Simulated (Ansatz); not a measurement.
# C₂H₅InS: basis-set convergence

How large a basis does C₂H₅InS need? Two functionals are run in growing sets.

Program: Ansatz 0.2.0, Gaussian basis. Level of theory: one geometry, several basis sets. These are calculated values, not measurements.

Levels to be run: PBE0-D4/def2-SVP; ωB97M-V/def2-SVP; PBE0-D4/def2-QZVPP; ωB97M-V/def2-QZVPP; the functionals' def2-TZVPP values are taken from earlier runs.

## (1) Structure used throughout

The geometry comes from an earlier relaxation with PBE0-D4 in a triple-zeta def2 set; it is a stationary point, not always the lowest conformer. In takes the def2 core potential; no spin-orbit term is included.

SMILES `S/C=[CH]\[InH2]`, 9 atoms, charge 0, spin multiplicity 1.

Atoms are counted from 1 here; the program's logs count them from 0.

Bond lengths: S1–C2 1.743 Å, S1–H5 1.346 Å, C2–C3 1.338 Å, C2–H6 1.090 Å, C3–In4 2.126 Å, C3–H7 1.088 Å, In4–H8 1.721 Å, In4–H9 1.730 Å. Angles: C2–S1–H5 97.6°, S1–C2–C3 130.4°, S1–C2–H6 109.1°, C3–C2–H6 120.6°, C2–C3–In4 128.0°, C2–C3–H7 114.6°, In4–C3–H7 117.4°, C3–In4–H8 119.1°, C3–In4–H9 119.9°, H8–In4–H9 121.1°.

## (2) PBE0-D4 in def2-SVP

The input, in.yaml:

```yaml
crystal:
  periodic: [false, false, false]
  atoms:
    - {symbol: S, position_ang: [-0.606242, 2.184812, 0.403540]}
    - {symbol: C, position_ang: [0.799658, 1.156730, 0.341683]}
    - {symbol: C, position_ang: [0.906707, -0.149314, 0.071151]}
    - {symbol: In, position_ang: [-0.648203, -1.519400, -0.402946]}
    - {symbol: H, position_ang: [-1.524402, 1.249504, 0.096813]}
    - {symbol: H, position_ang: [1.685085, 1.750006, 0.571213]}
    - {symbol: H, position_ang: [1.922928, -0.536475, 0.103233]}
    - {symbol: H, position_ang: [-0.247432, -3.162729, -0.719331]}
    - {symbol: H, position_ang: [-2.288088, -0.973124, -0.465356]}
basis:
  gaussian: {orbitals: def2-SVP}
hamiltonian: {xc: pbe0, dispersion: d4}
output: {orbitals: {seedname: orbitals}}
```

Command:

```console
> ansatz run in.yaml --threads 4 --pin off --events-out ev --progress --plain --max-ram 10444MiB
```

After this run come: ωB97M-V in def2-SVP; PBE0-D4 in def2-QZVPP; ωB97M-V in def2-QZVPP.

Q: Predict the results of all the runs planned. Wanted: PBE0-D4: double and triple zeta above quadruple; ωB97M-V: double and triple zeta above quadruple.

**Answer**, as computed:

| quantity | value |
| --- | --- |
| PBE0-D4: double and triple zeta above quadruple | 6.88, 0.50 eV |
| ωB97M-V: double and triple zeta above quadruple | 6.99, 0.48 eV |

In words: PBE0-D4 gains 6.39 eV from double to triple zeta, then 0.50 eV more. These are total energies; as a rule much of such shifts cancels in differences, which this series doesn't test.
